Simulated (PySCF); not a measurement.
**PSe₂⁻: structure of the singlet**

Where does singlet PSe₂⁻ go from a bent start, is the end point a minimum, and what are its modes, charges and moments?

Computed with PySCF 2.14.0. Level: PBE0, basis P def2-TZVPD, Se def2-TZVPD, no relativity, density fitting.

### Step 1. The system as given

3 atoms, charge -1, spin multiplicity 1.

Bond lengths: P1–Se2 2.090 Å, P1–Se3 2.090 Å. Angles: Se2–P1–Se3 110.0°.

```xyz
3
charge -1 multiplicity 1
P     0.0000    0.0000    0.0000
Se    1.7120    0.0000    1.1988
Se   -1.7120    0.0000    1.1988
```

### Step 2. First SCF at the start

The steps below are one call of a driver around PySCF. For each, scf.py gives the equivalent set-up of the SCF; relaxations use the driver's own optimiser. After this first run the driver tries any further starts and a stability analysis.

File scf.py:

```python
from pyscf import gto, scf, dft
mol = gto.M(atom='''
P      0.000000     0.000000     0.000000
Se     1.712000     0.000000     1.198800
Se    -1.712000     0.000000     1.198800''',
    basis={'P': 'def2-TZVPD', 'Se': 'def2-TZVPD'},
    charge=-1, spin=0)
mf = dft.RKS(mol, xc='PBE0')
mf.grids.atom_grid = (50, 194)
aux = {'P': 'def2-universal-JKFIT', 'Se': 'def2-universal-JKFIT'}
mf = mf.density_fit(auxbasis=aux)
mf.conv_tol = 1e-08
mf.diis_space = 10
mf.max_cycle = 60
mf.init_guess = 'minao'
mf.verbose = 4
mf.kernel()
```

The run is started by

```sh
$ OMP_NUM_THREADS=2 python axn.py task.json out
```

Output:

```text
init E= -5142.36473858814
  HOMO = -0.244885582422908  LUMO = -0.153274011271815  gap/eV = 2.49288
cycle= 1 E= -5143.8592636044  delta_E= -1.49  |g|= 0.407  |ddm|= 1.98
  HOMO = 0.00148843909940588  LUMO = 0.0910949941557355  gap/eV = 2.43832
cycle= 2 E= -5143.85454905029  delta_E= 0.00471  |g|= 0.36  |ddm|= 0.926
  HOMO = -0.0448586537656144  LUMO = 0.0798844398732381  gap/eV = 3.39443
cycle= 3 E= -5143.88720642661  delta_E= -0.0327  |g|= 0.212  |ddm|= 0.501
  HOMO = -0.0529366578940645  LUMO = 0.0667970379003897  gap/eV = 3.25812
cycle= 4 E= -5143.89925355449  delta_E= -0.012  |g|= 0.0288  |ddm|= 0.17
  HOMO = -0.0513121754391299  LUMO = 0.0689604882297203  gap/eV = 3.27279
cycle= 5 E= -5143.89947302201  delta_E= -0.000219  |g|= 0.00753  |ddm|= 0.0307
  HOMO = -0.0526931167380178  LUMO = 0.0676833206017253  gap/eV = 3.27561
cycle= 6 E= -5143.89949100326  delta_E= -1.8e-05  |g|= 0.0015  |ddm|= 0.00927
  HOMO = -0.0526242833982101  LUMO = 0.0678747256977701  gap/eV = 3.27895
cycle= 7 E= -5143.89949175458  delta_E= -7.51e-07  |g|= 0.000155  |ddm|= 0.00186
  HOMO = -0.0526531429997669  LUMO = 0.0678492324489159  gap/eV = 3.27904
cycle= 8 E= -5143.89949176242  delta_E= -7.84e-09  |g|= 5.68e-05  |ddm|= 0.00032
  HOMO = -0.052638834941215  LUMO = 0.0678556585564216  gap/eV = 3.27882
Extra cycle  E= -5143.89949176244  delta_E= -2.55e-11  |g|= 7.16e-05  |ddm|= 0.00014
converged SCF energy = -5143.89949176244
```

This step, with its further starts and checks, ran for 18 s (2 threads of Arm Neoverse V1, shared host).

No lower closed-shell solution turned up in the test of internal stability.

### Step 3. Relaxing the singlet from the bent start

The program finds C2v symmetry in the start, which this walk keeps. Threshold on the gradient: 0.0003 Eh/bohr, with a further test on the energy change.

scf.py: that of step 2 with these lines changed.

```diff
@@ -3,3 +3,3 @@
-P      0.000000     0.000000     0.000000
-Se     1.712000     0.000000     1.198800
-Se    -1.712000     0.000000     1.198800''',
+P      0.000000     0.000000    -1.004198
+Se     1.712000     0.000000     0.194602
+Se    -1.712000     0.000000     0.194602''',
@@ -15 +14,0 @@
-mf.init_guess = 'minao'
```

Energy and gradient, step by step:

```csv
step,energy (Eh),change (kJ/mol),largest symmetric gradient (Eh/bohr)
0,-5143.899492,0.00,0.01914
1,-5143.901656,-5.68,0.00441
2,-5143.901952,-6.46,0.00070
3,-5143.901956,-6.47,0.00015
4,-5143.901956,-6.47,0.00001
```

The walk took 21 s.

Positions (Å) and forces (eV/Å) along the way:

```
step 0
P    0.000   0.000  -1.004   0.000   0.000  -0.541
Se   1.712   0.000   0.195   0.984   0.000   0.271
Se  -1.712   0.000   0.195  -0.984   0.000   0.271
step 1
P    0.000   0.000  -0.990   0.000   0.000   0.054
Se   1.765   0.000   0.188   0.227   0.000  -0.027
Se  -1.765   0.000   0.188  -0.227   0.000  -0.027
step 2
P    0.000   0.000  -0.970   0.000   0.000   0.036
Se   1.794   0.000   0.177   0.007   0.000  -0.018
Se  -1.794   0.000   0.177  -0.007   0.000  -0.018
step 3
P    0.000   0.000  -0.966   0.000   0.000   0.008
Se   1.797   0.000   0.176  -0.004   0.000  -0.004
Se  -1.797   0.000   0.176   0.004   0.000  -0.004
step 4
P    0.000   0.000  -0.966   0.000   0.000   0.000
Se   1.797   0.000   0.176  -0.001   0.000   0.000
Se  -1.797   0.000   0.176   0.001   0.000   0.000
```

It settles in C2v symmetry, 6.5 kJ/mol below the start, after 4 steps: P–Se 2.129 Å (×2); Se–P–Se 115.2°.

### Step 4. Hessian and properties

On the finer grid the gradient is checked again; gradients at displacements of ±0.02 bohr then give force constants and infrared intensities.

scf.py: that of step 3 with these lines changed.

```diff
@@ -3,3 +3,3 @@
-P      0.000000     0.000000    -1.004198
-Se     1.712000     0.000000     0.194602
-Se    -1.712000     0.000000     0.194602''',
+P      0.000000     0.000000    -0.955862
+Se     1.797753     0.000000     0.185088
+Se    -1.797753     0.000000     0.185088''',
@@ -9 +9 @@
-mf.grids.atom_grid = (50, 194)
+mf.grids.atom_grid = (75, 302)
@@ -12 +12 @@
-mf.conv_tol = 1e-08
+mf.conv_tol = 1e-10
```

This SCF starts from the last density.

SCF at the final geometry:

```text
init E= -5143.90189821401
  HOMO = -0.0529132991912851  LUMO = 0.063140115197859  gap/eV = 3.15797
cycle= 1 E= -5143.901898214  delta_E= 5.46e-12  |g|= 5.42e-06  |ddm|= 7.19e-06
  HOMO = -0.0529133664766417  LUMO = 0.0631395676521773  gap/eV = 3.15796
Extra cycle  E= -5143.90189821396  delta_E= 3.73e-11  |g|= 1.14e-05  |ddm|= 1.37e-05
converged SCF energy = -5143.90189821396
```

The whole step took 57 s.

Geometry: C2v; P–Se 2.129 Å (×2); Se–P–Se 115.2°.

Harmonic modes (main isotopes):

```tsv
symmetry	ω (cm⁻¹)	IR (km/mol)	μ (u)
a1	149	0.1	63.77
a1	435	1.4	38.60
b2	510	182	35.64
```

No imaginary mode, so this is a minimum.

Properties at this point:

```
Dipole moment about the centre of mass                          : 0.17 D
Highest occupied level                                          : -1.44 eV
Lowest empty level                                              : 1.72 eV
Rotational constants                                            : 0.4991, 0.03263, 0.03063 cm⁻¹
Zero-point energy                                               : 6.5 kJ/mol
Principal polarisabilities                                      : 78.5, 98.7, 175.9 bohr³
Principal traceless quadrupole moments about the centre of mass : -15.20, 4.21, 10.99 D Å
Entropy at 298.15 K and 1 bar                                   : 301.3 J/(mol K)
Heat capacity Cp at 298.15 K                                    : 52.2 J/(mol K)
Enthalpy at 298.15 K above 0 K                                  : 12.90 kJ/mol
Rotational symmetry number                                      : 2
```

Populations by atom (charges in e):

| atom | Mulliken | Löwdin | polar tensor | Mayer order to P1 |
| --- | --- | --- | --- | --- |
| P1 | 0.06 | -0.46 | 0.59 | – |
| Se2,3 | -0.53 | -0.27 | -0.79 | 1.68 |

Mulliken populations on P1: s 5.76, p 8.81, d 0.35, f 0.02.

### Step 5. Stability of the closed shell

At the lowest minimum the closed shell is tested against spin polarisation, on the (50, 194) grid. It is stable.

### Step 6. Real-space pictures of the lowest minimum

The plane holds P1 at (0.00, 0.00), Se2 at (2.13, 0.00), Se3 at (-0.91, 1.93) Å. Columns run from x = -2.85 to 4.35 Å, rows from y = 4.35 (top) to -1.95 Å, in steps of 0.3 Å.

Density (cut at 5 e/Å³):

Ten steps from '0' (0.000 e/Å³) to '9' (5.000 e/Å³), finer at the low end (step k begins (100^(k/10) - 1)/99 of the way up):
```
0000000000000000000000000
0000000000000000000000000
0000001110000000000000000
0000112221100000000000000
0011233332210000000000000
0012345554321000000000000
0123567765421000000000000
0134699996431000000000000
1235699996531100000000000
1135699996432111111110000
0124578876432222333211000
0123456666543334554321000
0012345566554455666532100
0001234568865567998642100
0001124589986669999643100
0000124589986669999643100
0000124568865567998642100
0000123456554456666532100
0000012344433334554321000
0000001223222223333211000
0000000111111111221110000
0000000000000000110000000
```

ELF (0 where the density is under 0.005 e/Å³):

Ten even steps from '0' (0.00) to '9' (0.98):
```
0000000110000000000000000
0000012344320000000000000
0001234566653000000000000
0012456788775200000000000
1235677888886300000000000
2466777789986200000000000
4678731148886100000000000
6788527725874000024430000
7888352243762000366654200
7898527723641003688875300
7888721126641136889886420
6788765678743357889987520
4566556786455665337887531
1222235611117761341687521
0000135418816833645277520
0000147518816733645276420
0000379921116751341576420
0001589998665566436886410
0002699999863357889886310
0003789999841247899875310
0000689998520136888864200
0000068875200025677653000
```

Highest occupied orbital at -1.44 eV (sign arbitrary; one member if degenerate):

Ten even steps from '0' (-0.58 Å^-3/2) to '9' (0.53 Å^-3/2):
```
5555555555555555555555555
5555555555555555555555555
5555555665555555555555555
5555566666655555555555555
5555566766665555555555555
5555567777665555555555555
5555567787666555555555555
4444454477666555555555555
4443346256665555555555555
4443237645555555666655555
4443222334555556666666555
4443322234445556677766555
4444333334444556778766655
4444444444444445667776655
5555555554644334506766555
5555556771244323965665555
5555566787654322344555555
5555566788764322223455555
5555566777665433333445555
5555556666655443334445555
5555555666555444444445555
5555555555555544444445555
```

Along P1–Se2 (2.129 Å) the density is least, 0.91 e/Å³, about 0.96 Å from P1; ELF there is 0.82.

Values on the line from P1 (at 0) through Se2 (at 2.129 Å):

| distance (Å) | density (e/Å³) | ELF | electrostatic potential (V) |
| --- | --- | --- | --- |
| -0.75 | 0.662 | 0.424 | 23.1 |
| -0.53 | 1.31 | 0.0718 | 58.4 |
| -0.32 | 14.4 | 0.805 | 166 |
| -0.11 | 148 | 0.244 | 1.14e+03 |
| 0.21 | 52.4 | 0.848 | 356 |
| 0.43 | 3.75 | 0.305 | 95.2 |
| 0.64 | 1.02 | 0.2 | 37.7 |
| 0.85 | 0.922 | 0.793 | 15.9 |
| 1.06 | 0.921 | 0.798 | 10.6 |
| 1.28 | 1.06 | 0.546 | 18.7 |
| 1.49 | 1.84 | 0.141 | 46.9 |
| 1.70 | 12.6 | 0.581 | 132 |
| 1.92 | 103 | 0.579 | 653 |
| 2.24 | 517 | 0.632 | 2.25e+03 |
| 2.45 | 41.5 | 0.772 | 262 |
| 2.66 | 4.08 | 0.264 | 75.5 |
| 2.87 | 1.09 | 0.287 | 27.9 |
| 3.09 | 0.557 | 0.684 | 9.26 |
| 3.30 | 0.278 | 0.72 | 1.43 |

Making the fields ran for 2.3 s (2 threads of Arm Neoverse V1, shared host).

### Step 7. Summary of results

```
                            quantity                              value
                             minimum                       singlet, C2v
                            geometry  P–Se 2.129 Å (×2); Se–P–Se 115.2°
                  wavenumbers (cm⁻¹)       149 (a1), 435 (a1), 510 (b2)
      dipole moment (centre of mass)                             0.17 D
highest occupied, lowest empty level                     -1.44, 1.72 eV
           polar-tensor charge of P1                            +0.59 e
                   zero-point energy                         6.5 kJ/mol
                 entropy at 298.15 K                    301.3 J/(mol K)
```

**Reading.** The bent start keeps its C2v symmetry and ends in a minimum. In the infrared the band at 510 cm⁻¹ (b2) leads. Other starts or spin states, not run here, may lie lower.

The search up to here took 1.8 min.
